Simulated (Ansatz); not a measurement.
# GeH₄S₃: basis-set convergence

An exercise on one series of results from a longer session: the logs are not shown, and one member is left open.

Method: one geometry, several basis sets; program: Ansatz 0.2.0, Gaussian basis.

Plan: PBE0-D4/def2-SVP; ωB97M-V/def2-SVP; PBE0-D4/def2-QZVPP; ωB97M-V/def2-QZVPP; the functionals' def2-TZVPP values are taken from earlier runs.

### The geometry

An earlier PBE0-D4 in a triple-zeta def2 set relaxation fixed the geometry.

SMILES `[SH][GeH]([SH])[SH]`, 8 atoms, charge 0, spin multiplicity 1.

Atoms are counted from 1 here; the program's logs count them from 0.

Bond lengths: S1–Ge2 2.212 Å, S1–H5 1.344 Å, Ge2–S3 2.215 Å, Ge2–S4 2.219 Å, Ge2–H6 1.537 Å, S3–H7 1.345 Å, S4–H8 1.345 Å. Angles: Ge2–S1–H5 93.4°, S1–Ge2–S3 107.8°, S1–Ge2–S4 113.5°, S1–Ge2–H6 105.7°, S3–Ge2–S4 105.5°, S3–Ge2–H6 113.5°, S4–Ge2–H6 111.0°, Ge2–S3–H7 93.7°, Ge2–S4–H8 93.9°.

The first run:

Contents of in.yaml:

```yaml
crystal:
  periodic: [false, false, false]
  atoms:
    - {symbol: S, position_ang: [-1.113661, 1.862856, -0.574526]}
    - {symbol: Ge, position_ang: [0.124776, 0.265061, 0.323154]}
    - {symbol: S, position_ang: [2.045424, 0.199385, -0.777935]}
    - {symbol: S, position_ang: [-0.751484, -1.762453, 0.107140]}
    - {symbol: H, position_ang: [-1.216404, 1.229789, -1.755278]}
    - {symbol: H, position_ang: [0.280787, 0.642216, 1.804541]}
    - {symbol: H, position_ang: [2.437668, -0.950847, -0.201993]}
    - {symbol: H, position_ang: [-1.714906, -1.543107, 1.019095]}
basis:
  gaussian: {orbitals: def2-SVP}
hamiltonian: {xc: pbe0, dispersion: d4}
output: {orbitals: {seedname: orbitals}}
```

On the command line:

```sh
> ansatz run in.yaml --threads 4 --pin off --events-out ev --progress --plain --max-ram 10444MiB
```

Steps of the session up to this table: PBE0-D4 in def2-SVP; ωB97M-V in def2-SVP; PBE0-D4 in def2-QZVPP; ωB97M-V in def2-QZVPP.

One of the session's tables, all rows but one given; the rest of the session is left out.

It belongs to the step «Density functionals: the series». 

| functional | basis | HOMO (eV) |
| --- | --- | --- |
| PBE0-D4 | def2-SVP | -7.39 |
| PBE0-D4 | def2-TZVPP | -7.51 |
| PBE0-D4 | def2-QZVPP | -7.54 |
| ωB97M-V | def2-SVP | ? |
| ωB97M-V | def2-TZVPP | -9.66 |
| ωB97M-V | def2-QZVPP | -9.70 |

Q: Estimate the row for ωB97M-V, def2-SVP from the others.

The run gave: HOMO (eV): -9.50. In the column «HOMO (eV)» it lies between ωB97M-V, def2-TZVPP (-9.66) and PBE0-D4, def2-QZVPP (-7.54).
